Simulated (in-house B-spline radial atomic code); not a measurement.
**Ge³⁺: a test of the first knot**

How far can the first knot be changed before the Ge³⁺ run goes wrong?

Method: non-relativistic exchange-only LDA (Slater), spin-polarised, spherical fractional occupations, point nucleus, basis-set limit. Code: in-house B-spline radial atomic code version 1.

**1. The atom as given**

| Quantity | Value |
| --- | --- |
| element | germanium (Z = 32) |
| charge | +3 |
| electrons | 29 |
| configuration | [Ar] 3d10 4s1 |
| Hamiltonian | non-relativistic |
| nucleus | point |

The outer shells:

[Ar] 3d10 4s1
```
[Ar] core
3d [↑↓][↑↓][↑↓][↑↓][↑↓]
4s [↑ ]
```

Where spins are not typed, each open shell is filled with up spins first.

A run counts as converged when the orbital gradient is under the tolerance times 32 hartree (or under the basis's noise floor) and the energy moved by less than 1e-8 hartree times the root of its size. Energy differences under 6e-06 hartree are noise.

The run's settings:

```ini
Z = 32
electrons = 29.0
configuration = [Ar] 3d10 4s1
hamiltonian = nr
method = lda,
spin_polarised = True
knot_spacing = 0.22
spline_order = 8
gauss_points = 12
box_radius = 16.22
max_iterations = 70
damping = 0.5
damped_steps = 3
diis_vectors = 10
tolerance = 1e-08
start = Thomas-Fermi
```

From the earlier run of the reference: total energy -2068.965239 hartree. Levels, eight at most:

| orbital | occupation | energy (eV) | <r> (bohr) |
| --- | --- | --- | --- |
| 2p down | 3 | -1221.40 | 0.1854 |
| 3s up | 1 | -194.20 | 0.6366 |
| 3s down | 1 | -194.09 | 0.6360 |
| 3p up | 3 | -146.14 | 0.6527 |
| 3p down | 3 | -145.99 | 0.6516 |
| 3d up | 5 | -62.318 | 0.7274 |
| 3d down | 5 | -62.006 | 0.7196 |
| 4s up | 1 | -39.894 | 1.878 |

**2. First knot 3.13e-06**

The run's settings:

```ini
Z = 32
electrons = 29.0
configuration = [Ar] 3d10 4s1
hamiltonian = nr
method = lda,
spin_polarised = True
knot_spacing = 0.22
spline_order = 8
gauss_points = 12
box_radius = 16.22
first_knot = 3.13e-06
max_iterations = 70
damping = 0.5
damped_steps = 3
diis_vectors = 10
tolerance = 1e-08
start = Thomas-Fermi
```

Started as:

```console
$ python run_scf.py task.json out
```

One command runs all members of the session, one after another, from task.json.

**3. First knot 3.13e-05**

The settings differ from step 2 so:

```diff
@@ -10,3 +10,3 @@
 box_radius = 16.22
-first_knot = 3.13e-06
+first_knot = 3.13e-05
 max_iterations = 70
```

**4. First knot 0.000313**

The settings differ from step 3 so:

```diff
@@ -10,3 +10,3 @@
 box_radius = 16.22
-first_knot = 3.13e-05
+first_knot = 0.000313
 max_iterations = 70
```

**5. First knot 0.00313**

The settings differ from step 4 so:

```diff
@@ -10,3 +10,3 @@
 box_radius = 16.22
-first_knot = 0.000313
+first_knot = 0.00313
 max_iterations = 70
```

**6. First knot 0.00937**

The settings differ from step 5 so:

```diff
@@ -10,3 +10,3 @@
 box_radius = 16.22
-first_knot = 0.00313
+first_knot = 0.00937
 max_iterations = 70
```

**7. First knot 0.0312**

The settings differ from step 6 so:

```diff
@@ -10,3 +10,3 @@
 box_radius = 16.22
-first_knot = 0.00937
+first_knot = 0.0312
 max_iterations = 70
```

**8. First knot 0.0938**

The settings differ from step 7 so:

```diff
@@ -10,3 +10,3 @@
 box_radius = 16.22
-first_knot = 0.0312
+first_knot = 0.0938
 max_iterations = 70
```

Before running: Which of these runs converge to the reference energy, which miss it and by about how much, and which fail?

As calculated:

| run | outcome | iterations | energy less the reference (hartree) |
| --- | --- | --- | --- |
| reference | converged | 9 | 0 |
| first knot 3.13e-06 | converged | 9 | below noise |
| first knot 3.13e-05 | converged | 9 | below noise |
| first knot 0.000313 | converged | 9 | below noise |
| first knot 0.00313 | converged | 9 | below noise |
| first knot 0.00937 | converged | 9 | below noise |
| first knot 0.0312 | converged | 10 | below noise |
| first knot 0.0938 | converged | 10 | +0.00231 |

**Reading.** Of 7 changed inputs, 6 gave the reference energy within 1e-05 hartree and 1 converged to another value. The worst converged miss is +0.00231 hartree (first knot 0.0938): the first knot lies too far out to describe the region near the nucleus.
